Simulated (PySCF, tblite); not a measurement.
**C₆H₁₀NPSi: geometry, infrared bands and NMR shifts**

Aim: predict the infrared bands and NMR shifts of C₆H₁₀NPSi (`C=Cc1cc([SiH3])cp1N`).

Programs: tblite 0.8.0 and PySCF 2.14.0, with density-fitted response routines of our own. Each step states its level of theory. These are calculated values for one molecule in the gas phase, unless marked as measured. Atoms count from 0, in the outputs and in this text.

### Step 1. The molecule as given

19 atoms, charge 0, multiplicity 1; geometry from: force field or distance geometry start.

Bonds of the start (Å): C0–C1 1.31, C1–C2 1.50, C2–C3 1.35, C3–C4 1.36, C4–Si5 1.86, C4–C6 1.36, C6–P7 1.79, P7–N8 1.79, P7–C2 1.79, C0–H9 1.09, C0–H10 1.09, C1–H11 1.07, C3–H12 1.10, Si5–H13 1.49, Si5–H14 1.46, Si5–H15 1.45, C6–H16 1.10, N8–H17 1.04, N8–H18 1.02.

### Step 2. Geometry optimisation with GFN2-xTB

The job: settings as JSON, then the geometry in Å.

```
{"job": {"kind": "relax", "xc": "GFN2-xTB", "basis": "xTB"}, "charge": 0, "multiplicity": 1}
C     -2.488600    -0.735600    -1.728200
C     -1.197500    -0.567900    -1.898800
C     -0.350900    -0.266300    -0.701000
C      0.981000    -0.060700    -0.688500
C      1.538800     0.203400     0.522800
Si     3.368100     0.500500     0.727500
C      0.691900     0.261800     1.583400
P     -0.960600    -0.073300     0.968100
N     -2.636700     0.333900     1.459800
H     -2.996300    -0.650100    -0.763400
H     -3.068300    -0.959900    -2.624400
H     -0.726800    -0.664200    -2.856700
H      1.578600    -0.133100    -1.603400
H      3.587600     1.507500     1.803100
H      4.076100    -0.705000     1.159600
H      3.964300     0.934500    -0.524500
H      0.982800     0.470800     2.622900
H     -3.099500     1.075100     0.892200
H     -3.253800    -0.462300     1.642300
```

The run is started by

```
> OMP_NUM_THREADS=1 python probes_run.py task.json out
```

One launch serves the whole session: the jobs run in the order shown.

**Question.** This job is followed by: GFN2-xTB harmonic vibrations, gas phase; GIAO PBE0/pcSseg-1 NMR shielding, non-relativistic, gas phase. What will the session give for the following? strongest single infrared mode (GFN2-xTB); zero-point energy (GFN2-xTB); 13C shifts against TMS (PBE0/pcSseg-1); 1H shifts against TMS (PBE0/pcSseg-1, means over atoms taken as alike); 29Si shifts against TMS (PBE0/pcSseg-1); 31P shifts against H3PO4 (PBE0/pcSseg-1); 15N shifts against NH3 (PBE0/pcSseg-1).

As calculated:

| quantity | value |
| --- | --- |
| strongest single infrared mode (GFN2-xTB) | 2238 cm⁻¹, 367 km/mol |
| zero-point energy (GFN2-xTB) | 85.0 kcal/mol |
| 13C shifts against TMS (PBE0/pcSseg-1) | 167.9, 161.0, 148.9, 143.1, 141.2, 124.0 ppm |
| 1H shifts against TMS (PBE0/pcSseg-1, means over atoms taken as alike) | 7.27, 6.94, 6.66, 5.85, 5.44, 4.33, 1.12 ppm |
| 29Si shifts against TMS (PBE0/pcSseg-1) | -76.7 ppm |
| 31P shifts against H3PO4 (PBE0/pcSseg-1) | 29.5 ppm |
| 15N shifts against NH3 (PBE0/pcSseg-1) | 24.5 ppm |

What this shows: Relaxing lowered the energy by 1.527 eV in 168 steps; the close pair that moved most is P7–N8, from 1.794 to 1.704 Å. All 51 modes are real, so the xTB geometry is a minimum. The strongest single mode, at 2238 cm⁻¹, moves mainly H15. Unscaled tight-binding wavenumbers are off by several per cent, some by more. Its intensities can rank the bands wrongly.
